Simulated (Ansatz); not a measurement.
# ClHO₂SW: small, medium and large basis sets

One table from this session's results is given with a row withheld; the runs are named, their logs left out.

Program: Ansatz 0.2.0, Gaussian basis. Level of theory: one geometry, several basis sets. These are calculated values, not measurements.

Levels to be run: PBE0-D4/def2-SVP; ωB97M-V/def2-SVP; PBE0-D4/def2-QZVPP; ωB97M-V/def2-QZVPP; the functionals' def2-TZVPP values are taken from earlier runs.

## The relaxed structure

An earlier PBE0-D4 in a triple-zeta def2 set relaxation fixed the geometry. W takes the def2 core potential; no spin-orbit term is included.

SMILES `[O]=[W]([OH])(=[S])[Cl]`, 6 atoms, charge 0, spin multiplicity 1.

Atoms are counted from 1 here; the program's logs count them from 0.

Bond lengths: O1–W2 1.692 Å, W2–O3 1.866 Å, W2–S4 2.126 Å, W2–Cl5 2.258 Å, O3–H6 0.961 Å. Angles: O1–W2–O3 108.0°, O1–W2–S4 108.8°, O1–W2–Cl5 109.0°, O3–W2–S4 110.0°, O3–W2–Cl5 111.6°, S4–W2–Cl5 109.4°, W2–O3–H6 125.0°.

Set-up of the first run:

Input file in.yaml:

```yaml
crystal:
  periodic: [false, false, false]
  atoms:
    - {symbol: O, position_ang: [-1.042897, -1.687038, -0.138138]}
    - {symbol: W, position_ang: [-0.069710, -0.309287, -0.274955]}
    - {symbol: O, position_ang: [-0.513535, 0.850387, 1.117513]}
    - {symbol: S, position_ang: [1.968443, -0.893127, -0.113147]}
    - {symbol: Cl, position_ang: [-0.420347, 0.642008, -2.293026]}
    - {symbol: H, position_ang: [0.120045, 1.332956, 1.655653]}
basis:
  gaussian: {orbitals: def2-SVP}
hamiltonian: {xc: pbe0, dispersion: d4}
output: {orbitals: {seedname: orbitals}}
```

The run is started by

```sh
ansatz run in.yaml --threads 4 --pin off --events-out ev --progress --plain --max-ram 10444MiB
```

Among the steps run: PBE0-D4 in def2-SVP; ωB97M-V in def2-SVP; PBE0-D4 in def2-QZVPP; ωB97M-V in def2-QZVPP.

One table of the session follows, with a row left open; its other results are not shown here.

It belongs to the step «Density functionals: the series». 

```
functional       basis  HOMO (eV)  LUMO (eV)
   PBE0-D4    def2-SVP      -8.05      -2.75
   PBE0-D4  def2-TZVPP          ?          ?
   PBE0-D4  def2-QZVPP      -8.02      -2.81
   ωB97M-V    def2-SVP     -10.11      -0.66
   ωB97M-V  def2-TZVPP     -10.11      -0.75
   ωB97M-V  def2-QZVPP     -10.13      -0.82
```

Q: Estimate the row for PBE0-D4, def2-TZVPP from the others.

As computed: HOMO (eV): -8.01; LUMO (eV): -2.78. In the column «HOMO (eV)» it is the highest.
